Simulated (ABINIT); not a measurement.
# SiTe (Pmma) in ABINIT: single point with LDA

Aim: the single point of SiTe with LDA.

Everything below comes from runs of ABINIT 10.8.3 (patched build). Logs are shortened: lines on timing, memory, paths and dates and some standing lists are left out, and cuts for length are marked. The log counts tension as positive stress, the text compression.

### Step 1. Starting point

Symmetry: Pmma, No. 51, orthorhombic system. Conventional cell: a = 5.424 Å, b = 3.264 Å, c = 5.718 Å, α = 90.00°, β = 90.00°, γ = 90.00°. Around Si (site symmetry mm2) lie 8 Te at 3.23 to 3.35 Å and 4 Si at 3.26 to 3.54 Å. Te (site symmetry mm2) has 8 Si at 3.23 to 3.35 Å and 4 Te at 3.26 to 3.46 Å as nearest neighbours.

The cell was built by a generator and needn't be a form met in nature.

### Step 2. Single point, LDA

File run.abi:

```
# Pseudopotentials
pp_dirpath "./"
pseudos "Si.upf, Te.upf"

# Structure
acell 5.42361434 3.26359638 5.71837351 Angstrom
rprim
     1.0000000000     0.0000000000     0.0000000000
     0.0000000000     1.0000000000     0.0000000000
     0.0000000000     0.0000000000     1.0000000000
ntypat 2
znucl 14 52
natom 4
typat 1 1 2 2
xred
     0.2500000000     0.5000000000     0.6987790900
     0.7500000000     0.5000000000     0.3012209100
     0.2500000000     0.0000000000     0.1878074700
     0.7500000000     0.0000000000     0.8121925300
chkprim 0
chksymtnons 0
tolsym 1.0e-6

# Plane-wave basis
ecut 39.0

# k points
kptopt 1
ngkpt 4 6 4
nshiftk 1
shiftk 0.0 0.0 0.0

# Exchange and correlation
ixc 7

# Bands and occupations
nband 34
occopt 3
tsmear 0.00183747

# SCF cycle
nstep 100
tolvrs 1.0e-10

# Output
iomode 3
prtwf 0
prtden 0
prteig 0
prtebands 0
enunit 1
```

Potentials or basis: PseudoDojo NC SR LDA v0.4 stringent.

The run is started by

```sh
abinit run.abi > log 2>&1
```

run.abo:

```text
.Version 10.8.3 of ABINIT
 Symmetries : space group Pm m a (# 51); Bravais oP (primitive ortho.)
================================================================================
 Values of the parameters that define the memory need of the present run
     intxc =       0    ionmov =       0      iscf =       7    lmnmax =       6
     lnmax =       6     mgfft =      64  mpssoang =       3    mqgrid =    3038
     natom =       4  nloc_mem =       1    nspden =       1   nspinor =       1
    nsppol =       1      nsym =       8    n1xccc =    2501    ntypat =       2
    occopt =       3   xclevel =       1
       mpw =        7974          nfft =      138240          nkpt =          36
================================================================================
================================================================================

--------------------------------------------------------------------------------
------------- Echo of variables that govern the present computation ------------
--------------------------------------------------------------------------------
 -outvars: echo values of preprocessed input variables --------
            acell      1.0249145715E+01  6.1673033437E+00  1.0806159820E+01 Bohr
              amu      2.80855000E+01  1.27600000E+02
          chkprim           0
      chksymtnons           0
             ecut      3.90000000E+01 Hartree
           enunit           1
              ixc           7
         kptrlatt        4    0    0      0    6    0      0    0    4
          kptrlen      3.70038201E+01
            natom           4
            nband          34
            ngfft          60      36      64
             nkpt          36
            nstep         100
             nsym           8
           ntypat           2
           occopt           3
           prtden           0
        prtebands           0
           prteig           0
            prtwf           0
          spgroup          51
           tolsym      1.00000000E-06
           tolvrs      1.00000000E-10
           tsmear      1.83747000E-03 Hartree
            typat      1  1  2  2
           xangst      1.3559035850E+00  1.6317981900E+00  3.9958798376E+00
                       4.0677107550E+00  1.6317981900E+00  1.7224936724E+00
                       1.3559035850E+00  0.0000000000E+00  1.0739532614E+00
                       4.0677107550E+00  0.0000000000E+00  4.6444202486E+00
            xcart      2.5622864288E+00  3.0836516719E+00  7.5511185251E+00
                       7.6868592864E+00  3.0836516719E+00  3.2550412944E+00
                       2.5622864288E+00  0.0000000000E+00  2.0294775361E+00
                       7.6868592864E+00  0.0000000000E+00  8.7766822834E+00
             xred      2.5000000000E-01  5.0000000000E-01  6.9877909000E-01
[... 121 lines left out ...]
       0.750000000000      0.000000000000      0.812192530000
 rms dE/dt=  5.3864E-02; max dE/dt=  1.3093E-01; dE/dt below (all hartree)
    1       0.000000000000      0.000000000000     -0.016253860519
    2      -0.000000000000      0.000000000000      0.016253860519
    3       0.000000000000      0.000000000000     -0.130933784059
    4      -0.000000000000      0.000000000000      0.130933784059

 cartesian coordinates (angstrom) at end:
    1      1.35590358500000     1.63179819000000     3.99587983759791
    2      4.06771075500000     1.63179819000000     1.72249367240209
    3      1.35590358500000     0.00000000000000     1.07395326142812
    4      4.06771075500000     0.00000000000000     4.64442024857188

 cartesian forces (hartree/bohr) at end:
    1     -0.00000000000000    -0.00000000000000     0.00150412919952
    2     -0.00000000000000    -0.00000000000000    -0.00150412919952
    3     -0.00000000000000    -0.00000000000000     0.01211658778380
    4      0.00000000000000    -0.00000000000000    -0.01211658778380
 frms,max,avg= 4.9845445E-03 1.2116588E-02   0.000E+00  0.000E+00  0.000E+00 h/b

 cartesian forces (eV/Angstrom) at end:
    1     -0.00000000000000    -0.00000000000000     0.07734543324330
    2     -0.00000000000000    -0.00000000000000    -0.07734543324330
    3     -0.00000000000000    -0.00000000000000     0.62305999502415
    4      0.00000000000000    -0.00000000000000    -0.62305999502415
 frms,max,avg= 2.5631558E-01 6.2306000E-01   0.000E+00  0.000E+00  0.000E+00 e/A
 length scales= 10.249145715146  6.167303343704 10.806159819546 bohr
              =  5.423614340000  3.263596380000  5.718373510000 angstroms
 Fermi (or HOMO) energy (eV) =   6.77077   Average Vxc (eV)= -10.39524
 Eigenvalues (   eV  ) for nkpt=  36  k points:
 kpt#   1, nband= 34, wtk=  0.01042, kpt=  0.0000  0.0000  0.0000 (reduced coord)
-152.54913 -152.54912 -102.75221 -102.75220 -102.72349 -102.72342 -102.72256 -102.72245
 -30.23525  -30.22853  -30.19107  -30.19016  -30.18761  -30.18495  -30.17745  -30.17255
 -30.16777  -30.16337   -6.48165   -4.55450   -0.49842    0.09144    1.22077    2.12458
   4.09486    4.14273    7.26731    7.91573    9.23533   10.64238   10.92458   11.03958
  11.52536   11.55867
 prteigrs : prtvol=0 or 1, do not print more k-points.

--- !EnergyTerms
iteration_state     : {dtset: 1, }
comment             : Components of total free energy in Hartree
kinetic             :  1.91341836785511E+02
hartree             :  2.16330944078618E+02
xc                  : -7.61044978442027E+01
Ewald energy        : -2.56439078977859E+02
psp_core            :  5.91597082693625E+00
local_psp           : -6.21212132812428E+02
non_local_psp       : -3.01687172631724E+01
internal            : -5.70335675206596E+02
'-kT*entropy'       : -5.01214204158053E-04
total_energy        : -5.70336176420800E+02
total_energy_eV     : -1.55196379866424E+04
band_energy         : -8.87507438247130E+01
...

 Cartesian components of stress tensor (hartree/bohr^3)
  sigma(1 1)=  6.01446563E-04  sigma(3 2)=  0.00000000E+00
  sigma(2 2)=  5.70379441E-04  sigma(3 1)=  0.00000000E+00
  sigma(3 3)=  6.59569509E-04  sigma(2 1)=  0.00000000E+00

-Cartesian components of stress tensor (GPa)         [Pressure= -1.7961E+01 GPa]
- sigma(1 1)=  1.76951688E+01  sigma(3 2)=  0.00000000E+00
- sigma(2 2)=  1.67811425E+01  sigma(3 1)=  0.00000000E+00
- sigma(3 3)=  1.94052049E+01  sigma(2 1)=  0.00000000E+00

== END DATASET(S) ==============================================================
================================================================================

 -outvars: echo values of variables after computation  --------
            acell      1.0249145715E+01  6.1673033437E+00  1.0806159820E+01 Bohr
           etotal     -5.7033617642E+02
            fcart     -1.2603584418E-30 -0.0000000000E+00  1.5041291995E-03
                      -1.1449057601E-30 -0.0000000000E+00 -1.5041291995E-03
                      -1.2603584418E-30 -0.0000000000E+00  1.2116587784E-02
                       3.6656226436E-30 -0.0000000000E+00 -1.2116587784E-02
           strten      6.0144656306E-04  5.7037944065E-04  6.5956950915E-04
                       0.0000000000E+00  0.0000000000E+00  0.0000000000E+00
           xangst      1.3559035850E+00  1.6317981900E+00  3.9958798376E+00
                       4.0677107550E+00  1.6317981900E+00  1.7224936724E+00
                       1.3559035850E+00  0.0000000000E+00  1.0739532614E+00
                       4.0677107550E+00  0.0000000000E+00  4.6444202486E+00
             xred      2.5000000000E-01  5.0000000000E-01  6.9877909000E-01
                       7.5000000000E-01  5.0000000000E-01  3.0122091000E-01
                       2.5000000000E-01  0.0000000000E+00  1.8780747000E-01
                       7.5000000000E-01  0.0000000000E+00  8.1219253000E-01
 Calculation completed.
```

Wall time 5.7 min (1 thread of Arm Neoverse V1, shared host); peak memory 0.21 GiB.

What came out:

- Free energy: -15519.6380 eV
- Pressure: -18.0 GPa
- Largest force: 0.623 eV/Å
- Band gap on the k mesh: none (metal or under the smearing width)
- Valence electrons inside the program's atomic spheres: Si 1.52; Te 19.91

Forces on the atoms (eV/Å):
```
Si   0.000  0.000  0.077
Si   0.000  0.000 -0.077
Te   0.000  0.000  0.623
Te   0.000  0.000 -0.623
```

Stress tensor (GPa, compression positive):
```
-17.70   0.00   0.00
  0.00 -16.78   0.00
  0.00   0.00 -19.41
```

Caveat: so large a pressure means that the cell lies far from this level's equilibrium, or that cutoff or potentials fall short. The run has no spin-orbit coupling, so splittings on Te are missing.
